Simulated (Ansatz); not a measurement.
Crystal: In.

```xyz
3
Lattice="1.6696 0.9640 8.2075 -1.6696 0.9640 8.2075 0.0000 -1.9279 8.2075" Properties=species:S:1:pos:R:3 pbc="T T T"
In    0.0194   -0.0481    5.4151
In   -0.0034   -0.0050   19.1528
In   -0.0081   -0.0282   -0.0276
```

This isn't the form of In at room conditions, which is tetragonal.

The cell isn't the ideal one: atoms moved at random, drawn with an rms of 0.05 Å.

Below is the output of Ansatz 0.2.0 for this cell. Logs are shortened: lines on timing, memory, paths and dates and some standing lists are left out, and cuts for length are marked.

```text
Warning: RAYON_NUM_THREADS=2 ignored (pool sized by the plan → 2); use --threads N
In: projections on atomic orbitals take those of the free atom 1s2 2s2 2p6 3s2 3p6 3d10 4s2 4p6 4d10 5s2 5p1, of charge +0.00 (hamiltonian.pseudopotentials.projection_atoms)
LAPW: plane waves up to 6.793 Å⁻¹, error target 1.0e-3 eV per atom; small_component_spin mean_spin; In in spheres of 1.637 Å, 21 of its electrons in bands, Dirac shells [] (how accurate: hamiltonian.pseudopotentials.lapw.basis_error, Limitations)
Engine: ansatz 0.2.0, aarch64-unknown-linux-gnu
Pseudopotentials: kind: all_electron
Pseudopotential: In, LAPW, valence charge 21, lapw/all_electron/scalar/gaussian/In, Koelling and Harmon's equation, gaussian nucleus
Functional definition: PBEsol
  exchange = pbesol_x
  correlation = pbesol_c
Crystal: 3 atoms, lattice volume = 79.258 Å³
Basis set: ecut = 175.81786637859796 eV, 443 PW (Γ), FFT grids on a1−a3, a2−a3, a3, exchange–correlation at level 2
Bands: 38, of which v1, the nominal top of the filled ones, is band 32 counted from 1 (31 counted from 0)
Symmetry: 1 space group operations
Space group: P1 (ITA 1), of the structure as read, at distance tolerance 4.3e-5 Å
k-points: 365 of 729 (time reversal used)
Non-local potential: In, projectors of the file, none
Initial density: superposition of atomic densities (chi_scale 0.1, normalization cell)
Initial wavefunctions: plane waves of lowest kinetic energy (no species holds an atomic orbital)
Functional: x = pbesol(κ = 0.804, μ = 0.12345679012345678), c = pbesol(β = 0.046)
iter 1 solved again at ethr=4.15e-5 eV; its pass at ethr=1.00e-1 eV (dr2=2.62e-2 eV) is discarded
SCF iter   1: F=—  HF=-479920.734635 eV  |F-HF|=—  |Δ(HF+E_count)|=         —  Δρ=6.05e-3  dr2=2.63e-2  ethr=4.15e-5  ⟨swp⟩=3.1  Hψ=96798  notcnv=0
[... 18 lines left out ...]
--- Per-component energies (eV) ---
  E_band       = -1654.401102
  E_kinetic    = 503692.271260
  E_xc         = -12837.980332
  E_electrostatic = -970774.912455  (all electrons and nuclei)
  E_smearing   = -0.014514  (= −TS)
  E_closure    = 0.000000  (closes the sum)
  E_atoms      = -479911.786467  (free atoms, spherical and without spin; not in F)
  Σ components = -479920.636042   (vs F -479920.636042, Δ=0.00e0)
  Basis errors (estimates in eV, not in F): energy 2.1e-4 per atom: plane waves 2.1e-4 (1.1e-4 summed), levels above the bands 4.5e-48, relativity 1.6e-8, radial functions 2.3e-6, core shells 8.7e-10; eigenvalues (radial functions only) 6.4e-7; not estimated: angular momenta, meshes, grids; target (lapw.basis_error) 1.0e-3; muffin-tin radii In 1.637 Å
--- Forces (eV/Å), atoms counted from 1 ---
  atom   1  In    -0.00243513     0.00447077     0.05856922
  atom   2  In     0.00185339    -0.00462950    -0.05927081
  atom   3  In     0.00058167     0.00015873     0.00070160
  max |Σ_I F_I| component: 6.45e-8 eV/Å
--- Stress (GPa, compression-positive) ---
       -0.887632       0.024572       0.006696
        0.024572      -0.805223      -0.008627
        0.006696      -0.008627      -1.505261
  P = ⅓ Tr σ = -1.0660 GPa (-10.660 kbar)
--- Band table (eV; the first three rows and the last of 365) ---
  k-point 0: bands = ["-102.0387", "-102.0325", "-102.0322", "-60.5613", "-60.5561", "-60.5561", "-60.5532", "-60.5520", "-60.5516", "-60.5513", "-60.5507", "-60.5483", "-1.3809", "-1.3742", "-1.3354", "-1.3284", "-1.3273", "-1.3090", "-1.3084", "-1.2915", "-1.2892", "-1.2062", "-1.1938", "-1.0653", "-1.0631", "-1.0619", "-1.0546", "3.7060", "6.1021", "6.2371", "13.6429", "13.7555", "21.8609", "21.9416", "22.0499", "22.0770", "23.3585", "23.5141"]
  k-point 1: bands = ["-102.0386", "-102.0325", "-102.0322", "-60.5613", "-60.5568", "-60.5563", "-60.5531", "-60.5523", "-60.5521", "-60.5515", "-60.5512", "-60.5484", "-1.3813", "-1.3698", "-1.3370", "-1.3230", "-1.2993", "-1.2957", "-1.2820", "-1.2756", "-1.2621", "-1.2175", "-1.2028", "-1.0945", "-1.0677", "-1.0639", "-1.0584", "3.9488", "6.2203", "6.6101", "13.5680", "14.2833", "19.3081", "20.1228", "20.7806", "21.2690", "22.1833", "22.9397"]
  k-point 2: bands = ["-102.0386", "-102.0324", "-102.0322", "-60.5611", "-60.5585", "-60.5567", "-60.5538", "-60.5536", "-60.5527", "-60.5520", "-60.5517", "-60.5487", "-1.4233", "-1.4003", "-1.3305", "-1.3041", "-1.2857", "-1.2826", "-1.2688", "-1.2014", "-1.1952", "-1.1882", "-1.1696", "-1.1239", "-1.0915", "-1.0616", "-1.0529", "4.6865", "6.7823", "7.5187", "13.8843", "15.2088", "15.9470", "17.1066", "19.3030", "19.4102", "19.8644", "21.6209"]
  k-point 364: bands = ["-102.0384", "-102.0322", "-102.0321", "-60.5616", "-60.5609", "-60.5576", "-60.5570", "-60.5567", "-60.5534", "-60.5523", "-60.5511", "-60.5493", "-1.4932", "-1.4712", "-1.4230", "-1.3924", "-1.3563", "-1.3131", "-1.2546", "-1.1338", "-1.1224", "-1.0646", "-1.0457", "-1.0201", "-1.0003", "-0.9977", "-0.9960", "7.7594", "8.9183", "9.8947", "11.3374", "12.1551", "12.7122", "15.2203", "17.7678", "18.2924", "18.4412", "19.2225"]
--- Löwdin populations: 3 sites ---
  site symbol       q [e]
     0     In     48.9893
     1     In     48.9893
     2     In     48.9780
  spilling = 0.000296 (of n_electrons = 147.000000)
```

Q: Write the input and the command behind it.

A: Single point with PBEsol, no spin polarisation. The files as run (others can give the same):

input.yaml
```yaml
crystal:
  lattice:
    - [1.6696368166, 0.9639652655, 8.20746325]
    - [-1.6696368166, 0.9639652655, 8.20746325]
    - [0.0, -1.927930531, 8.20746325]
  atoms:
    - { symbol: In, position: [0.217414, 0.205797, 0.236563] }
    - { symbol: In, position: [0.775967, 0.778021, 0.779596] }
    - { symbol: In, position: [-0.008425, -0.00356, 0.008623] }
kpoints:
  mp_grid: { grid: [9, 9, 9] }
scf:
  occupations: { method: fermi_dirac, width: 0.05 }
hamiltonian:
  xc: pbesol
  pseudopotentials: { kind: all_electron, lapw: { basis_error: 0.001 } }
output:
  forces: true
  stress: true
  eigenvalues: true
  populations: true
```

Potentials or basis: all-electron LAPW, scalar-relativistic.
Run with:
```sh
$ ansatz run input.yaml --threads 2 --pin off --max-ram 8192MiB --backend cpu --events-out ev --progress --plain --runs-dir out
```
